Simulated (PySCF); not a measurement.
# RuCl3: the energy surface near the minimum

Aim: map the energy of quartet RuCl3 about its PBE minimum, with rigid distortions.

Program: PySCF 2.14.0. Level of theory: PBE, basis Ru def2-SVP with ECP28, Cl def2-SVP, scalar-relativistic core potentials, no spin–orbit coupling, density fitting. These are calculated values, not measurements.

## (1) The starting structure

4 atoms, charge 0, spin multiplicity 4.

Bond lengths: Ru1–Cl2 2.199 Å, Ru1–Cl3 2.237 Å, Ru1–Cl4 2.237 Å. Angles: Cl2–Ru1–Cl3 104.8°, Cl2–Ru1–Cl4 104.8°, Cl3–Ru1–Cl4 150.3°.

Z-matrix (Å, degrees; charge 0 multiplicity 4):
```
Ru
Cl 1 2.1988
Cl 1 2.2370 2 104.83
Cl 1 2.2370 2 104.83 3 180.00
```

## (2) Fields at the lowest minimum

The plane holds Ru1 at (0.00, 0.00), Cl2 at (2.20, 0.00), Cl3 at (-0.57, 2.16), Cl4 at (-0.57, -2.16) Å. Columns run from x = -2.55 to 4.35 Å, rows from y = 4.35 (top) to -4.05 Å, in steps of 0.3 Å. Electrons inside core potentials are absent.

Density (cut at 5 e/Å³):

Ten steps from '0' (0.000 e/Å³) to '9' (5.000 e/Å³), finer at the low end (step k begins (100^(k/10) - 1)/99 of the way up):
```
000000000000000000000000
000000000000000000000000
000001111000000000000000
000112222110000000000000
001134554321000000000000
001346776531000000000000
002467897642100000000000
012468998752100000000000
012468998742100000000000
002357887642111111000000
001245666542222222110000
001234555543333444321000
000123578865445676531000
000124699997557887642100
000024897798567999753100
000024897798567999753100
000124699997557887642100
000123578865445676531000
001234555543333444321000
001245666542222222110000
002357887642111111000000
012468998742100000000000
012468998752100000000000
002467897642100000000000
001346776531000000000000
001134554321000000000000
000112222110000000000000
000001111000000000000000
000000000000000000000000
```

ELF (0 where the density is under 0.005 e/Å³):

Ten even steps from '0' (0.00) to '9' (0.91):
```
000000000000000000000000
000001222100000000000000
000134454431000000000000
002356777653100000000000
014578999875200000000000
035799999986300000000000
146896015997400000000000
257991980996300000000000
257992891986100012100000
146898328974000355431000
035789988632114677653100
014555432111137999864200
001222245552268999985310
000001598995278215986310
000001690095384781896410
000001690095384781896410
000001598995278215986310
001222245552268999985310
014555432111137999864200
035789988632114677653100
146898328974000355431000
257992891986100012100000
257991980996300000000000
146896015997400000000000
035799999986300000000000
014578999875200000000000
002356777653100000000000
000134454431000000000000
000001222100000000000000
```

Highest occupied orbital at -5.98 eV (sign arbitrary; one member if degenerate):

Ten even steps from '0' (-0.74 Å^-3/2) to '9' (0.11 Å^-3/2):
```
888888888888888888888888
888888888888888888888888
888888888888888888888888
888888888888888888888888
888888778888888888888888
888887777888888888888888
888888777888888888888888
888888998888888888888888
888889888888888888888888
888899998888888888888888
888888888888888888888888
888888877778888888888888
888887754457889988888888
888887521125789987778888
888876305504789897778888
888876305504789897778888
888887521125789987778888
888887754457889988888888
888888877778888888888888
888888888888888888888888
888899998888888888888888
888889888888888888888888
888888998888888888888888
888888777888888888888888
888887777888888888888888
888888778888888888888888
888888888888888888888888
888888888888888888888888
888888888888888888888888
```

Values on the line from Ru1 (at 0) through Cl2 (at 2.199 Å):

```tsv
distance (Å)	density (e/Å³)	ELF	electrostatic potential (V)	spin density (e/Å³)
-0.77	1.93	0.571	39.1	0.0349
0.88	1.21	0.322	26.5	0.0266
1.10	0.747	0.338	16.3	0.00633
1.32	1.02	0.755	19.1	-0.0162
1.54	1.64	0.687	40.2	-0.0427
1.76	2.82	0.0844	107	-0.036
1.98	51.3	0.86	385	-0.0192
2.31	191	0.437	1.21e+03	-0.192
2.53	9.66	0.415	186	-0.00552
2.75	1.87	0.311	63	-0.0366
2.97	1.07	0.835	23.5	-0.0285
3.19	0.462	0.81	9.3	-0.014
3.41	0.185	0.657	3.89	-0.00618
```

Making the fields took 4.7 s on 2 threads of AMD EPYC (Zen 3), shared host.

## (3) Breathing scan

One driver script runs all scans and calls PySCF for each point, on a (75, 302) grid.

Command:

```sh
$ OMP_NUM_THREADS=2 python axn.py task.json out
```

A rigid scan with PBE: all bonds to the central atom are scaled together. Each point starts from its neighbour's orbitals, and energies count from the minimum.

```tsv
scale of all bonds to the centre	energy (kJ/mol)	dipole size (D)	⟨S²⟩
0.88	261.7	0.09	3.76
0.92	99.9	0.21	3.76
0.96	21.6	0.33	3.76
1.00	0.0	0.45	3.76
1.04	16.4	0.56	3.77
1.08	57.6	0.68	3.78
1.14	146.1	0.83	3.88
1.22	283.4	1.02	4.05
1.35	495.0	1.52	4.31
```

The scan took 1.9 min.

⟨S²⟩ grows along the scan: the determinant mixes in higher spin as the pair uncouples.

## (4) Stretching one bond

A rigid scan with PBE: the bond from Ru to the last atom (Cl) is scaled and the rest held.

```tsv
scale of one bond	energy (kJ/mol)	dipole size (D)	⟨S²⟩
0.92	29.8	1.04	3.76
0.96	6.5	0.68	3.76
1.00	0.0	0.45	3.76
1.05	7.6	0.58	3.76
1.12	35.7	1.11	3.77
1.20	79.2	1.72	3.77
1.35	163.1	2.62	3.80
1.55	247.1	3.05	4.05
1.80	300.5	2.82	4.37
2.20	331.1	2.69	4.53
```

The scan took 4.7 min.

⟨S²⟩ grows along the scan: the determinant mixes in higher spin as the pair uncouples.

## (5) Results

| quantity | value |
| --- | --- |
| all bonds 4 % longer | 16.4 kJ/mol |
| one bond 20 % longer | 79.2 kJ/mol |

In words: The well is lopsided, 21.6 kJ/mol for 4 % shorter bonds against 16.4 for 4 % longer ones. Other spin states or occupations of the open shell can lie lower.
